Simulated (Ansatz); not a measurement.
The system is PPt.

```
CELL_PARAMETERS angstrom
3.74303 0.00000 0.00000
-1.87151 3.24156 0.00000
0.00000 0.00000 6.35374
ATOMIC_POSITIONS crystal
Pt 0.33333 0.66667 0.37190
Pt 0.66667 0.33333 0.87190
P 0.33333 0.66667 0.00310
P 0.66667 0.33333 0.50310
```

The cell comes from a database or a generator and needn't be the stable form of this composition.

* Program: Ansatz 0.2.0
* Task: relaxation of cell and atoms
* Functional: PBE
* Dispersion: D3(BJ)
* Potentials or basis: Ansatz PAW
* Cutoff: 420 eV (not typed: the program's choice for these potentials)
* k mesh: 8 × 8 × 4
* Occupations: fermi-dirac, width 0.05 eV
* Spin: no spin polarisation

At the start: volume 19.27 Å³/atom.

Q: How do energy, volume and symmetry change on relaxing?

A: It ends after 6 steps and the volume is 18.53 Å³/atom (-3.8 %); space group P6_3mc (No. 186, to 0.05 Å).

The path:
```csv
step,energy change (eV),largest force (eV/Å),volume (Å³)
1,0.0000,0.1408,77.09
2,-0.0429,0.0823,74.66
3,-0.0568,0.0982,74.17
4,-0.0606,0.0418,74.06
5,-0.0608,0.0010,74.13
6,-0.0600,0.0004,74.13
```

Final structure:
```
Pt P
1.0
     3.61480    0.00000    0.00000
    -1.80740    3.13051    0.00000
     0.00000    0.00000    6.55085
Pt P
2 2
Direct
  0.33333 0.66667 0.36533
  0.66667 0.33333 0.86533
  0.33333 0.66667 0.00967
  0.66667 0.33333 0.50967
```

Caveat: the plane-wave basis is chosen anew once the cell has moved, so the energies of steps on either side of that aren't comparable; pairwise dispersion overbinds metals, which lowers pressure and volume.
